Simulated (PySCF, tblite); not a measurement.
**C6H9FN2: geometry, infrared bands and NMR shifts**

What infrared bands and NMR shifts should C6H9FN2 (`[H]/N=C\C1=C(F)N(C)CC1`) show?

The runs use tblite 0.8.0 and PySCF 2.14.0, with density-fitted response routines of our own; the level of theory stands in each step. All values are computed, except where a source is named. Atoms count from 0, in the outputs and in this text.

### Step 1. The molecule as given

18 atoms, charge 0, multiplicity 1; geometry from: force field or distance geometry start.

Bonds of the start (Å): C0–N1 1.43, N1–C2 1.45, C2–C3 1.54, C3–C4 1.52, C4–C5 1.45, C5–N6 1.30, C4–C7 1.32, C7–F8 1.35, C7–N1 1.39, C0–H9 1.10, C0–H10 1.10, C0–H11 1.10, C2–H12 1.11, C2–H13 1.10, C3–H14 1.08, C3–H15 1.10, C5–H16 1.10, N6–H17 1.01.

### Step 2. Relaxing the molecule with GFN2-xTB

The job: settings as JSON, then the geometry in Å.

```
{"job": {"kind": "relax", "xc": "GFN2-xTB", "basis": "xTB"}, "charge": 0, "multiplicity": 1}
C     -2.551500    -0.242500     0.512400
N     -1.191500    -0.097500     0.098000
C     -0.727900     1.017100    -0.704700
C      0.800700     0.835400    -0.784100
C      1.039600    -0.357200     0.120300
C      2.333100    -0.933100     0.451800
N      3.480600    -0.504800     0.025700
C     -0.112300    -0.820000     0.579900
F     -0.233600    -1.872200     1.410000
H     -2.815500    -1.289800     0.706700
H     -3.238100     0.127900    -0.267200
H     -2.749800     0.327900     1.430300
H     -0.993200     1.977300    -0.223300
H     -1.178500     0.989400    -1.710700
H      1.118300     0.632600    -1.800600
H      1.317100     1.722600    -0.401200
H      2.322100    -1.799400     1.136300
H      3.371500     0.292700    -0.591400
```

On the command line:

```bash
$ OMP_NUM_THREADS=1 python probes_run.py task.json out
```

One launch serves the whole session: the jobs run in the order shown.

**Question.** This job is followed by: GFN2-xTB harmonic vibrations, gas phase; GIAO PBE0/pcSseg-1 NMR shielding, non-relativistic, gas phase. Predict these results of the whole session: strongest single infrared mode (GFN2-xTB); zero-point energy (GFN2-xTB); ¹³C shifts against TMS (PBE0/pcSseg-1); ¹H shifts against TMS (PBE0/pcSseg-1, means over atoms taken as alike); ¹⁵N shifts against NH3 (PBE0/pcSseg-1); ¹⁹F shifts against CFCl3 (PBE0/pcSseg-1); surface potential, 1st and 99th percentile.

As calculated:

| quantity | value |
| --- | --- |
| strongest single infrared mode (GFN2-xTB) | 1644 cm⁻¹, 934 km/mol |
| zero-point energy (GFN2-xTB) | 90.0 kcal/mol |
| ¹³C shifts against TMS (PBE0/pcSseg-1) | 168.2, 160.8, 90.9, 50.6, 32.9, 24.6 ppm |
| ¹H shifts against TMS (PBE0/pcSseg-1, means over atoms taken as alike) | 9.08, 8.26, 3.33, 2.77, 2.69 ppm |
| ¹⁵N shifts against NH3 (PBE0/pcSseg-1) | 315.7, 90.0 ppm |
| ¹⁹F shifts against CFCl3 (PBE0/pcSseg-1) | -130.4 ppm |
| surface potential, 1st and 99th percentile | -2.34 V and 1.13 V |

What this shows: The optimisation took 67 steps and gained 0.205 eV; among the close pairs (by a distance rule), C5–N6 changed most, from 1.297 to 1.268 Å. No mode is imaginary among the 48: a minimum at this level. The strongest single mode, at 1644 cm⁻¹, moves mainly C4, C5 and C7. GFN2-xTB is a fitted tight-binding method: band positions and strengths are rough. Its intensities can rank the bands wrongly. At PBE0/pcSseg-1: Shielding is most anisotropic at N6 (span 596 ppm, paramagnetic term -372 ppm). At PBE0/pcSseg-1, counted by nearest atom on the grid, the HOMO lies on C4 29 %; N1 24 %, the LUMO on C7 27 %; N6 21 %.
